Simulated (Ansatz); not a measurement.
# Sn3SbSe: a trial structure relaxed

Where does this trial cell of Sn3SbSe go when cell and atoms are let free?

Method: DFT PBE, scalar-relativistic, plane waves, PAW, in Ansatz 0.2.0.

### Step 1. The starting structure

The structure is cubic, space group Pm-3m (No. 221). The conventional cell has a = 5.017 Å, b = 5.017 Å, c = 5.017 Å, α = 90.00°, β = 90.00°, γ = 90.00°. Sn (site symmetry 4/mmm) is surrounded by 2 Sb at 2.51 Å and 8 Sn at 3.55 Å and 4 Se at 3.55 Å. Sb (site symmetry m-3m) is surrounded by 6 Sn at 2.51 Å. Se (site symmetry m-3m) has 12 Sn at 3.55 Å as nearest neighbours.

Structure file:

```xyz
5
Lattice="5.0171 0.0000 0.0000 0.0000 5.0171 0.0000 0.0000 0.0000 5.0171" Properties=species:S:1:pos:R:3 pbc="T T T"
Sn    0.0000    2.5085    2.5085
Sn    2.5085    0.0000    2.5085
Sn    2.5085    2.5085    0.0000
Sb    2.5085    2.5085    2.5085
Se    0.0000    0.0000    0.0000
```

The cell is invented: species swapped into a database cell of KCdF3 (Pm-3m, No. 221), with Se on the K sites, Sb on the Cd sites and Sn on the F sites. Its size is a rough estimate.

### Step 2. Probe: one point on a coarse mesh

Input file input.yaml:

```yaml
crystal:
  lattice:
    - [5.01709619, 0.0, 0.0]
    - [0.0, 5.01709619, 0.0]
    - [0.0, 0.0, 5.01709619]
  atoms:
    - { symbol: Sn, position: [0.0, 0.5, 0.5] }
    - { symbol: Sn, position: [0.5, 0.0, 0.5] }
    - { symbol: Sn, position: [0.5, 0.5, 0.0] }
    - { symbol: Sb, position: [0.5, 0.5, 0.5] }
    - { symbol: Se, position: [0.0, 0.0, 0.0] }
basis:
  ecutwfc: 420
kpoints:
  mp_grid: { grid: [4, 4, 4] }
hamiltonian:
  xc: pbe
scf:
  occupations: { method: gaussian, width: 0.1 }
  lower_state_search: "off"
output:
  forces: true
  stress: true
  eigenvalues: true
```

Run with:

```sh
$ ansatz run input.yaml --threads 1 --pin off --max-ram 2560MiB --backend cpu --events-out ev --progress --plain --runs-dir out
```

Further runs follow: rough relaxation on the coarse mesh; full relaxation.

What does the calculation give? Wanted: conventional cell; volume; energy over the elements, grey Sn; gap on the mesh.

The runs gave:

| quantity | value |
| --- | --- |
| symmetry at the end (tolerance 0.05 Å) | space group Pm-3m (No. 221) |
| conventional cell | a = 5.762 Å, b = 5.762 Å, c = 5.762 Å, α = 90.00°, β = 90.00°, γ = 90.00° |
| volume | 38.27 Å³/atom |
| energy over the elements, grey Sn | +0.67 eV/atom |
| gap on the mesh | none (metal) |

In words: The space group Pm-3m (No. 221) is kept, and the volume per atom grows by 51.5 % from the first guess. The formation energy is positive, so the separate elements lie lower. No finished test with a distortion of lower symmetry is shown, so the end may be a saddle point. Spin-orbit coupling is left out for Sb. Spin polarisation is off in the runs that give these values; a magnetic solution could lie lower.
